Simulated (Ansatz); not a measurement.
# W: the cost of one run

Program: Ansatz 0.2.0. Level of theory: DFT r2SCAN, scalar-relativistic, plane waves, PAW. These are calculated values, not measurements.

## Step 1: The starting structure

Symmetry: Pm-3m, No. 221, cubic system. The conventional cell has a = 2.555 Å, b = 2.555 Å, c = 2.555 Å, α = 90.00°, β = 90.00°, γ = 90.00°. Around W (site symmetry m-3m) lie 6 W at 2.56 Å.

As a file:

```cif
data_structure
_symmetry_space_group_name_H-M 'P 1'
_symmetry_Int_Tables_number 1
_cell_length_a 2.5551
_cell_length_b 2.5551
_cell_length_c 2.5551
_cell_angle_alpha 90.000
_cell_angle_beta 90.000
_cell_angle_gamma 90.000
_cell_volume 16.68
loop_
_atom_site_label
_atom_site_type_symbol
_atom_site_fract_x
_atom_site_fract_y
_atom_site_fract_z
_atom_site_occupancy
W1 W 0.00000 0.00000 0.00000 1
```

This is candidate A: simple cubic type (Pm-3m, No. 221).

(A quick probe on a coarse mesh, which set the mesh and smearing, is not shown.)

## Step 3: Rough relaxation on the coarse mesh (candidate A)

Contents of input.yaml:

```yaml
crystal:
  lattice:
    - [2.5551488903, 0.0, 0.0]
    - [0.0, 2.5551488903, 0.0]
    - [0.0, 0.0, 2.5551488903]
  atoms:
    - { symbol: W, position: [0.0, 0.0, 0.0] }
basis:
  ecutwfc: 500
kpoints:
  mp_grid: { grid: [6, 6, 6] }
hamiltonian:
  xc: r2scan
scf:
  occupations: { method: gaussian, width: 0.1 }
  lower_state_search: "off"
output:
  forces: true
  stress: true
  eigenvalues: true
relax:
  adjacent_minimum: "off"
  f_tol: 0.04
  max_steps: 70
  cell: { stress_tol: 0.4 }
```

Q: Estimate wall time and peak memory on 1 thread of an Arm CPU, shared host.

About 5.2 s, with a peak of 0.29 GiB.
